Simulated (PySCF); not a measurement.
# A diatomic session: PI

The task here is to estimate one member of a computed series from the others.

The runs use PySCF 2.14.0; P def2-SVPD, I def2-SVPD with ECP28, scalar-relativistic core potentials.

Set-up of the first run:

The job is set up so:

- atoms: P, I
- charge: 0
- basis: P def2-SVPD, I def2-SVPD with ECP28
- Hamiltonian: scalar-relativistic core potentials
- basis functions: 59
- electrons treated: 40
- masses in u: 30.9738, 126.9045
- levels: PBE0, PBE, r²SCAN, MN15, PW91, TPSS, HF, MP2, SCS-MP2, CCSD, CCSD(T)
- grid: 80 radial by 434 angular points
- occupations: held fixed by the projection of orbital angular momentum
- dissociation limit: P + I, each in its ground configuration
- starting distance in angstrom: 2.375
- values of 2S to try: 0, 2, 4

The run is started by

```console
OMP_NUM_THREADS=1 python dia.py task.json out
```

Among the steps run: The job; The PBE0 curve of the state that the search chose; Higher solutions at PBE0; PBE; r²SCAN; MN15 (hybrid meta-GGA); PW91 (GGA); TPSS; UHF (mean field); Adding correlation.

One table of the session follows, with a row left open; its other results are not shown here.

Energy (eV) from each level's lowest point:

| R (Å) | UHF | UHF-MP2 | UHF-SCS-MP2 | UHF-CCSD | UHF-CCSD(T) |
| --- | --- | --- | --- | --- | --- |
| 2.067 | 1.362 | 1.270 | 1.310 | n/a | n/a |
| 2.163 | 0.640 | 0.582 | 0.611 | 0.628 | 0.638 |
| 2.259 | ? | ? | ? | ? | ? |
| 2.331 | 0.069 | 0.056 | 0.065 | 0.071 | 0.076 |
| 2.403 | 0.000 | 0.000 | 0.000 | 0.002 | 0.005 |
| 2.475 | 0.001 | 0.009 | 0.001 | 0.000 | 0.000 |
| 2.571 | 0.079 | 0.093 | 0.077 | 0.069 | 0.065 |
| 2.691 | 0.249 | 0.295 | 0.275 | 0.228 | 0.221 |
| 2.836 | 0.455 | 0.677 | 0.663 | 0.478 | 0.472 |
| 3.028 | 0.633 | 1.097 | 1.081 | n/a | n/a |

Q: Estimate the row for R (Å) = 2.259 from the others.

Worked estimate for «UHF». A straight line through the neighbours (2.163, 0.640) and (2.331, 0.069) gives 0.640 + (0.069 − 0.640) × (2.259 − 2.163) / (2.331 − 2.163) = 0.314; a parabola fitted to 4 rows on both sides gives 0.215.

As computed: UHF: 0.230; UHF-MP2: 0.201; UHF-SCS-MP2: 0.218; UHF-CCSD: 0.228; UHF-CCSD(T): 0.236. In «UHF» the line misses by +0.084 and the parabola by -0.015.
